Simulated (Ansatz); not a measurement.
# InO: the cost of one run

Method: DFT PBE+D3(BJ), scalar-relativistic, plane waves, PAW, in Ansatz 0.2.0.

1 further run of the same task is left out (set aside as unsound or not needed).

### Step 1. The system as given

The structure is hexagonal, space group P-6m2 (No. 187). The conventional cell has a = 3.454 Å, b = 3.454 Å, c = 15.877 Å, α = 90.00°, β = 90.00°, γ = 120.00°. Around In (site symmetry 3m) lie 3 O at 2.15 Å. O (site symmetry 3m) has 3 In at 2.15 Å as nearest neighbours.

As a file:

```
In O
1.0
     3.45361    0.00000    0.00000
    -1.72681    2.99092    0.00000
     0.00000    0.00000   15.87710
In O
2 2
Direct
  0.66667 0.33333 0.59002
  0.66667 0.33333 0.40998
  0.00000 0.00000 0.63987
  0.00000 0.00000 0.36013
```

Source of the structure: the Materials Project (structure only).

### Step 2. A first look at the start

input.yaml

```yaml
crystal:
  lattice:
    - [3.4536138013, 0.0, 0.0]
    - [-1.7268069007, 2.9909172868, 0.0]
    - [0.0, 0.0, 15.8771]
  atoms:
    - { symbol: In, position: [0.66666667, 0.33333333, 0.590021] }
    - { symbol: In, position: [0.66666667, 0.33333333, 0.409979] }
    - { symbol: O, position: [0.0, 0.0, 0.639867] }
    - { symbol: O, position: [0.0, 0.0, 0.360133] }
basis:
  ecutwfc: 420
kpoints:
  mp_grid: { grid: [6, 6, 1] }
hamiltonian:
  xc: pbe
  dispersion: d3bj
scf:
  occupations: { method: gaussian, width: 0.1 }
output:
  forces: true
  stress: true
  eigenvalues: true
```

What time and memory should one allow on 1 thread of an Arm CPU, shared host?

About 2.1 s, with a peak of 0.32 GiB.
